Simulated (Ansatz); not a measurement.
# H₄OSSb+ (SMILES [SH2+][O][SbH2]): one structure at several levels

One table from this session's results is given with a row withheld; the runs are named, their logs left out.

Program: Ansatz 0.2.0, Gaussian basis. Level of theory: single points in def2-TZVPP. These are calculated values, not measurements.

Correlated methods freeze the cores. Filled d shells of the heavier atoms are correlated. Core potentials replace the inner electrons past krypton, and spin-orbit coupling is left out.

## The system as given

SMILES `[SH2+][O][SbH2]`, 7 atoms, charge 1, spin multiplicity 1.

Atoms are counted from 1 here; the program's logs count them from 0.

Bond lengths: S1–O2 1.465 Å, S1–H4 1.315 Å, S1–H5 1.339 Å, O2–Sb3 2.339 Å, Sb3–H6 1.793 Å, Sb3–H7 1.712 Å. Angles: O2–S1–H4 96.2°, O2–S1–H5 104.3°, H4–S1–H5 89.8°, S1–O2–Sb3 132.3°, O2–Sb3–H6 78.7°, O2–Sb3–H7 83.4°, H6–Sb3–H7 88.0°.

As a file:

```
S    -0.9097    0.2593   -1.2842
O    -0.3085    0.2494    0.0522
Sb    1.9121    0.3515    0.7783
H    -1.7690   -0.7111   -1.0606
H    -1.9024    1.1529   -1.1934
H     1.0495    0.0530    2.3221
H     1.8736   -1.3371    0.4983
```

The first run:

Contents of run/in.yaml:

```yaml
crystal:
  periodic: [false, false, false]
  atoms:
    - {symbol: S, position_ang: [-0.909700, 0.259300, -1.284200]}
    - {symbol: O, position_ang: [-0.308500, 0.249400, 0.052200]}
    - {symbol: Sb, position_ang: [1.912100, 0.351500, 0.778300]}
    - {symbol: H, position_ang: [-1.769000, -0.711100, -1.060600]}
    - {symbol: H, position_ang: [-1.902400, 1.152900, -1.193400]}
    - {symbol: H, position_ang: [1.049500, 0.053000, 2.322100]}
    - {symbol: H, position_ang: [1.873600, -1.337100, 0.498300]}
basis:
  gaussian: {orbitals: def2-TZVPP}
total_charge: 1
correlation: {method: ccsd_t}
output: {forces: true}
```

The command line of these runs was not kept.

Among the steps run: CCSD(T)/def2-TZVPP; PBE0-D4/def2-TZVPP; wB97M-V/def2-TZVPP; r2SCAN-D4/def2-TZVPP; PBE-D4/def2-TZVPP; r2SCANh-D4/def2-TZVPP; LC-wPBE/def2-TZVPP.

One of the session's tables, all rows but one given; the rest of the session is left out.

```
    method  RMS force component (eV/Å)  angle to CCSD(T) forces (°)
   CCSD(T)                       1.492                    reference
   PBE0-D4                           ?                            ?
   wB97M-V                       1.413                          2.8
 r2SCAN-D4                       1.441                          5.7
    PBE-D4                       1.542                         12.9
r2SCANh-D4                       1.390                          3.9
   LC-wPBE                       1.377                          7.0
```

Estimate the missing values for PBE0-D4.

**Answer.** RMS force component (eV/Å): 1.360; angle to CCSD(T) forces (°): 4.9. In the column «RMS force component (eV/Å)» it is the lowest.
